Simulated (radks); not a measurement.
# Ionisation of Sm³⁺: one atom, several choices of exchange strength α

How much does the choice of exchange strength α matter for taking an electron from Sm³⁺? Both Sm³⁺ ([Xe] 4f5) and Sm⁴⁺ ([Xe] 4f4) are run for each choice.

Program: radks (a radial shooting solver on a logarithmic mesh, Libxc functionals) version 1. Level of theory: Dirac Kohn-Sham, spin-unpolarised, spherical densities, point nucleus; open shells fill j = l - 1/2 first. These are calculated values, not measurements, unless marked.

## 1. The system

| Item | Value |
| --- | --- |
| element | samarium (Z = 62) |
| charge | +3 |
| electrons | 59 |
| configuration | [Xe] 4f5 |
| ion | Sm⁴⁺, [Xe] 4f4 |
| choices | α = 0.635; α = 0.642; α = 0.643; α = 0.667; α = 0.903 |

## 2. α = 0.635: Sm³⁺

The run's settings:

```text
Z 62
configuration [Xe] 4f5
relativity Dirac
functional xalpha 0.635
spin unpolarised
j_filling energy
nucleus point
c 137.035999084
```

## 3. α = 0.635: Sm⁴⁺

Input: that of step 2 with these lines changed.

```diff
@@ -1,3 +1,3 @@
 Z 62
-configuration [Xe] 4f5
+configuration [Xe] 4f4
 relativity Dirac
```

## 4. α = 0.642: Sm³⁺

The run's settings:

```text
Z 62
configuration [Xe] 4f5
relativity Dirac
functional xalpha 0.642
spin unpolarised
j_filling energy
nucleus point
c 137.035999084
```

## 5. α = 0.642: Sm⁴⁺

Input: that of step 4 with these lines changed.

```diff
@@ -1,3 +1,3 @@
 Z 62
-configuration [Xe] 4f5
+configuration [Xe] 4f4
 relativity Dirac
```

## 6. α = 0.643: Sm³⁺

The run's settings:

```text
Z 62
configuration [Xe] 4f5
relativity Dirac
functional xalpha 0.643
spin unpolarised
j_filling energy
nucleus point
c 137.035999084
```

## 7. α = 0.643: Sm⁴⁺

Input: that of step 6 with these lines changed.

```diff
@@ -1,3 +1,3 @@
 Z 62
-configuration [Xe] 4f5
+configuration [Xe] 4f4
 relativity Dirac
```

## 8. α = 0.667: Sm³⁺

The run's settings:

```text
Z 62
configuration [Xe] 4f5
relativity Dirac
functional xalpha 0.667
spin unpolarised
j_filling energy
nucleus point
c 137.035999084
```

## 9. α = 0.667: Sm⁴⁺

Input: that of step 8 with these lines changed.

```diff
@@ -1,3 +1,3 @@
 Z 62
-configuration [Xe] 4f5
+configuration [Xe] 4f4
 relativity Dirac
```

## 10. α = 0.903: Sm³⁺

The run's settings:

```text
Z 62
configuration [Xe] 4f5
relativity Dirac
functional xalpha 0.903
spin unpolarised
j_filling energy
nucleus point
c 137.035999084
```

## 11. α = 0.903: Sm⁴⁺

Input: that of step 10 with these lines changed.

```diff
@@ -1,3 +1,3 @@
 Z 62
-configuration [Xe] 4f5
+configuration [Xe] 4f4
 relativity Dirac
```

What does the calculation give? Wanted: for each run, exchange strength α; E(Sm³⁺); Δ-SCF; −ε(HOMO); <r> HOMO; error.

The runs gave:

| exchange strength α | E(Sm³⁺) (hartree) | Δ-SCF (eV) | −ε(HOMO) (eV) | <r> HOMO (bohr) | error (eV) |
| --- | --- | --- | --- | --- | --- |
| α = 0.635 | -10409.2855 | 39.610 | 30.205 | 0.9126 | -2.03 |
| α = 0.642 | -10411.6148 | 39.831 | 30.406 | 0.9110 | -1.81 |
| α = 0.643 | -10411.9476 | 39.862 | 30.435 | 0.9108 | -1.78 |
| α = 0.667 | -10419.9381 | 40.626 | 31.131 | 0.9054 | -1.01 |
| α = 0.903 | -10498.8341 | 48.492 | 38.375 | 0.8581 | +6.85 |

In words: The NIST Atomic Spectra Database lists 41.6 +/- 0.11 eV (semi-empirical). The smallest miss is that of α = 0.667 (-1.01 eV), the largest that of α = 0.903 (+6.85 eV). The ionisation energies span 8.88 eV, the total energies of Sm³⁺ 2437 eV: most of the change in the total cancels in the difference. α = 2/3 is LDA exchange; there is no correlation term. The tabulated value is met near α = 0.70. Spin polarisation and multiplet splitting are left out, so open shells lie too high by an amount that depends on their filling.
